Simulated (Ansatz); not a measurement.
# C₃H₂F₆: how energies converge with the basis set

Aim: see how fast density functionals converge with the basis set for C₃H₂F₆.

Method: one geometry, several basis sets; program: Ansatz 0.2.0, Gaussian basis.

Plan: PBE0-D4/def2-SVP; ωB97M-V/def2-SVP; PBE0-D4/def2-QZVPP; ωB97M-V/def2-QZVPP; the functionals' def2-TZVPP values are taken from earlier runs.

### 1 The geometry

The geometry comes from an earlier relaxation with PBE0-D4 in a triple-zeta def2 set; it is a stationary point, not always the lowest conformer.

SMILES `FC(F)C(F)(F)C(F)F`, 11 atoms, charge 0, spin multiplicity 1.

Atoms are counted from 1 here; the program's logs count them from 0.

Bond lengths: F1–C2 1.340 Å, C2–F3 1.351 Å, C2–C4 1.533 Å, C2–H10 1.093 Å, C4–F5 1.344 Å, C4–F6 1.344 Å, C4–C7 1.533 Å, C7–F8 1.340 Å, C7–F9 1.351 Å, C7–H11 1.093 Å. Angles: F1–C2–F3 108.7°, F1–C2–C4 109.2°, F1–C2–H10 109.6°, F3–C2–C4 108.6°, F3–C2–H10 109.3°, C4–C2–H10 111.3°, C2–C4–F5 108.0°, C2–C4–F6 109.8°, C2–C4–C7 112.5°, F5–C4–F6 108.7°, F5–C4–C7 109.8°, F6–C4–C7 108.0°, C4–C7–F8 109.2°, C4–C7–F9 108.6°, C4–C7–H11 111.3°, F8–C7–F9 108.7°, F8–C7–H11 109.6°, F9–C7–H11 109.3°.

### 2 PBE0-D4 in def2-SVP

in.yaml

```yaml
crystal:
  periodic: [false, false, false]
  atoms:
    - {symbol: F, position_ang: [-1.417002, 1.767648, 0.787223]}
    - {symbol: C, position_ang: [-0.252805, 1.159818, 0.519323]}
    - {symbol: F, position_ang: [0.382710, 0.908968, 1.685332]}
    - {symbol: C, position_ang: [-0.529652, -0.173899, -0.183836]}
    - {symbol: F, position_ang: [-1.060877, 0.093700, -1.389106]}
    - {symbol: F, position_ang: [-1.416822, -0.888278, 0.529663]}
    - {symbol: C, position_ang: [0.736442, -1.021607, -0.352035]}
    - {symbol: F, position_ang: [0.457631, -2.083905, -1.120388]}
    - {symbol: F, position_ang: [1.676759, -0.274361, -0.971561]}
    - {symbol: H, position_ang: [0.368637, 1.813286, -0.098591]}
    - {symbol: H, position_ang: [1.120378, -1.358470, 0.614477]}
basis:
  gaussian: {orbitals: def2-SVP}
hamiltonian: {xc: pbe0, dispersion: d4}
output: {orbitals: {seedname: orbitals}}
```

The run is started by

```sh
ansatz run in.yaml --threads 2 --pin off --events-out ev --progress --plain --max-ram 32768MiB --backend cpu
```

Further steps of the session: ωB97M-V in def2-SVP; PBE0-D4 in def2-QZVPP; ωB97M-V in def2-QZVPP.

Before running them: what should the planned runs give, taken together? Wanted: PBE0-D4: double and triple zeta above quadruple; ωB97M-V: double and triple zeta above quadruple.

The runs gave:

| quantity | value |
| --- | --- |
| PBE0-D4: double and triple zeta above quadruple | 24.37, 0.97 eV |
| ωB97M-V: double and triple zeta above quadruple | 24.81, 0.91 eV |

PBE0-D4 gains 23.39 eV from double to triple zeta, then 0.97 eV more. These are total energies; as a rule much of such shifts cancels in differences, which this series doesn't test. The LUMO of ωB97M-V is positive and keeps falling with the basis (3.80 to 2.08 eV): an unbound level that the basis holds in place.
